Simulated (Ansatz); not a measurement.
**CH5AlOSiTe: one species, many methods**

One table from this session's results is given with a row withheld; the runs are named, their logs left out.

Computed with Ansatz 0.2.0, Gaussian basis. Level: functionals in def2-TZVPP, the program's frozen cores in correlated methods.

Levels to be run: PBE-D4, r2SCAN-D4, PBE0-D4, B3LYP-D4, ωB97X-V, ωB97M-V, B2PLYP; CCSD(T)/def2-TZVPP; MP2/def2-QZVPP; extrapolation to the limit.

## The geometry

The geometry comes from an earlier relaxation with PBE0-D4 in a triple-zeta def2 set; it is a stationary point, not always the lowest conformer. Te takes the def2 core potential; no spin-orbit term is included.

SMILES `C[SiH]1[O][Al]1[TeH]`, 10 atoms, charge 0, spin multiplicity 1.

Atoms are counted from 1 here; the program's logs count them from 0.

Bond lengths: C1–Si2 1.861 Å, C1–H6 1.095 Å, C1–H7 1.093 Å, C1–H8 1.091 Å, Si2–O3 1.677 Å, Si2–Al4 2.284 Å, Si2–H9 1.492 Å, O3–Al4 1.749 Å, Al4–Te5 2.528 Å, Te5–H10 1.660 Å. Angles: Si2–C1–H6 109.4°, Si2–C1–H7 110.3°, Si2–C1–H8 111.9°, H6–C1–H7 107.8°, H6–C1–H8 108.6°, H7–C1–H8 108.7°, C1–Si2–O3 116.0°, C1–Si2–Al4 128.0°, C1–Si2–H9 108.4°, O3–Si2–Al4 49.6°, O3–Si2–H9 114.0°, Al4–Si2–H9 123.2°, Si2–O3–Al4 83.6°, Si2–Al4–O3 46.9°, Si2–Al4–Te5 173.4°, O3–Al4–Te5 126.6°, Al4–Te5–H10 87.9°.

The first run:

in.yaml

```yaml
crystal:
  periodic: [false, false, false]
  atoms:
    - {symbol: C, position_ang: [-1.274918, -1.535817, 0.488363]}
    - {symbol: Si, position_ang: [-0.105054, -0.145858, 0.891843]}
    - {symbol: O, position_ang: [1.207044, 0.034575, -0.137323]}
    - {symbol: Al, position_ang: [0.504774, 1.608373, -0.436971]}
    - {symbol: Te, position_ang: [1.387689, 3.376266, -2.013200]}
    - {symbol: H, position_ang: [-0.778467, -2.494429, 0.671580]}
    - {symbol: H, position_ang: [-2.157054, -1.486992, 1.132397]}
    - {symbol: H, position_ang: [-1.599608, -1.505136, -0.552402]}
    - {symbol: H, position_ang: [0.263470, -0.245364, 2.333729]}
    - {symbol: H, position_ang: [2.635223, 2.343082, -2.375115]}
basis:
  gaussian: {orbitals: def2-TZVPP}
hamiltonian: {xc: pbe, dispersion: d4}
output: {forces: true, orbitals: {seedname: orbitals}}
```

Started as:

```sh
ansatz run in.yaml --threads 4 --pin off --events-out ev --progress --plain --max-ram 10444MiB
```

Steps of the session up to this table: PBE-D4 (GGA); r2SCAN-D4 (meta-GGA); PBE0-D4 (hybrid); B3LYP-D4 (hybrid); ωB97X-V (range-separated); ωB97M-V (range-separated); B2PLYP (double hybrid); CCSD(T) in def2-TZVPP; MP2 in def2-QZVPP.

One table of the session follows, with a row left open; its other results are not shown here.

```
            method  atomisation energy (kJ/mol)
            PBE-D4                       3397.3
         r2SCAN-D4                       3374.6
           PBE0-D4                            ?
          B3LYP-D4                       3331.5
           ωB97X-V                       3364.9
           ωB97M-V                       3345.7
            B2PLYP                       3301.6
     HF/def2-TZVPP                       2384.7
    MP2/def2-TZVPP                       3321.5
   CCSD/def2-TZVPP                       3201.5
CCSD(T)/def2-TZVPP                       3263.8
           MP2/CBS                       3432.2
       CCSD(T)/CBS                       3374.5
```

**Question.** Estimate the row for PBE0-D4.

The run gave: atomisation energy (kJ/mol): 3337.0. In the column «atomisation energy (kJ/mol)» it lies between B3LYP-D4 (3331.5) and ωB97M-V (3345.7).

Limits of these values: Free atoms (1 C, 1 Si, 1 O, 1 Al, 1 Te, 5 H) were run apart at each level; the atomisation energy is their sum less the molecule, without zero-point or spin-orbit terms.
